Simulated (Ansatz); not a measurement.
# AlH6NSSi: the cost of one run

Method: UKS PBE/6-31G, in Ansatz 0.2.0.

### Step 1. The starting structure

Bond lengths: N1–Si2 1.728 Å, Si2–S3 2.122 Å, S3–Al4 2.278 Å, N1–H5 1.027 Å, N1–H6 1.071 Å, Si2–H7 1.469 Å, Si2–H8 1.446 Å, Al4–H9 1.565 Å, Al4–H10 1.612 Å. Angles: N1–Si2–S3 108.3°, N1–Si2–H7 109.6°, N1–Si2–H8 110.5°, S3–Si2–H7 109.0°, S3–Si2–H8 107.9°, H7–Si2–H8 111.5°, Si2–N1–H5 111.2°, Si2–N1–H6 110.6°, H5–N1–H6 104.4°, Si2–S3–Al4 94.7°, S3–Al4–H9 119.1°, S3–Al4–H10 120.2°, H9–Al4–H10 119.7°.

As a file:

```xyz
10

N    -1.4416    1.8797    0.0076
Si   -0.7311    0.3059    0.0801
S     1.3431    0.4901   -0.3294
Al    1.7828   -1.7302   -0.0744
H    -0.9878    2.5234    0.6662
H    -1.2795    2.3234   -0.9541
H    -0.9048   -0.2515    1.4285
H    -1.3078   -0.5560   -0.9269
H     1.5670   -2.6942   -1.2883
H     2.0429   -2.3420    1.3937
```

### Step 2. Relaxing end A

Contents of input.yaml:

```yaml
crystal:
  periodic: [false, false, false]
  atoms:
    - { symbol: "N", position_ang: [-1.4416, 1.8797, 0.0076] }
    - { symbol: Si, position_ang: [-0.7311, 0.3059, 0.0801] }
    - { symbol: S, position_ang: [1.3431, 0.4901, -0.3294] }
    - { symbol: Al, position_ang: [1.7828, -1.7302, -0.0744] }
    - { symbol: H, position_ang: [-0.9878, 2.5234, 0.6662] }
    - { symbol: H, position_ang: [-1.2795, 2.3234, -0.9541] }
    - { symbol: H, position_ang: [-0.9048, -0.2515, 1.4285] }
    - { symbol: H, position_ang: [-1.3078, -0.556, -0.9269] }
    - { symbol: H, position_ang: [1.567, -2.6942, -1.2883] }
    - { symbol: H, position_ang: [2.0429, -2.342, 1.3937] }
magnetization:
  spin_polarized: true
basis:
  gaussian: { orbitals: "6-31G" }
hamiltonian:
  xc: pbe
relax:
  f_tol: 0.02
  max_steps: 50
```

Started as:

```bash
$ ansatz run input.yaml --threads 1 --pin off --max-ram 2048MiB --backend cpu --events-out ev --progress --plain --runs-dir out
```

**Question.** How long does this run take on 1 thread of Intel Xeon Platinum 8259CL at 2.50GHz (Skylake/Cascade Lake), shared host, and how much memory does it need?

About 4.3 min, with a peak of 0.2 GiB.
